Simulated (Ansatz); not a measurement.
# ZnSe2: the cost of one run

Program: Ansatz 0.2.0. PAW datasets, plane waves, zero pressure. Spin-unpolarised throughout; all numbers are computed.

## Step 1: Starting point

The symmetry is Pa-3 (No. 205, cubic); a = 6.374 Å in the conventional setting, 21.58 Å³ an atom. Zn has 6 Se at 2.68 Å; Se has 1 Se at 2.40 Å and 3 Zn at 2.68 Å.

As a file:

```
Zn Se
1.0
     6.37413    0.00000    0.00000
     0.00000    6.37413    0.00000
     0.00000    0.00000    6.37413
Zn Se
4 8
Direct
  0.50000 0.50000 0.00000
  0.50000 0.00000 0.50000
  0.00000 0.50000 0.50000
  0.00000 0.00000 0.00000
  0.10852 0.89148 0.39148
  0.89148 0.39148 0.10852
  0.39148 0.10852 0.89148
  0.60852 0.60852 0.60852
  0.89148 0.10852 0.60852
  0.10852 0.60852 0.89148
  0.60852 0.89148 0.10852
  0.39148 0.39148 0.39148
```

## Step 2: Relaxing with PBE

File input.yaml:

```yaml
crystal:
  lattice:
    - [6.374129, 0.0, 0.0]
    - [0.0, 6.374129, 0.0]
    - [0.0, 0.0, 6.374129]
  atoms:
    - { symbol: Zn, position: [0.5, 0.5, 0.0] }
    - { symbol: Zn, position: [0.5, 0.0, 0.5] }
    - { symbol: Zn, position: [0.0, 0.5, 0.5] }
    - { symbol: Zn, position: [0.0, 0.0, 0.0] }
    - { symbol: Se, position: [0.108523, 0.891477, 0.391477] }
    - { symbol: Se, position: [0.891477, 0.391477, 0.108523] }
    - { symbol: Se, position: [0.391477, 0.108523, 0.891477] }
    - { symbol: Se, position: [0.608523, 0.608523, 0.608523] }
    - { symbol: Se, position: [0.891477, 0.108523, 0.608523] }
    - { symbol: Se, position: [0.108523, 0.608523, 0.891477] }
    - { symbol: Se, position: [0.608523, 0.891477, 0.108523] }
    - { symbol: Se, position: [0.391477, 0.391477, 0.391477] }
kpoints:
  mp_grid: { grid: [4, 4, 4] }
hamiltonian:
  xc: pbe
scf:
  occupations: { method: fermi_dirac, width: 0.02 }
relax:
  f_tol: 0.005
  cell: {}
output:
  write_density: true
  write_potential: true
  elf: true
  volumetric_format: npy
```

What time and memory should one allow on 1 × NVIDIA H100 80GB HBM3 with 2 threads of AMD EPYC 7R13 (Zen 3), shared host?

About 28 s, with a peak of 1.2 GiB on the host.
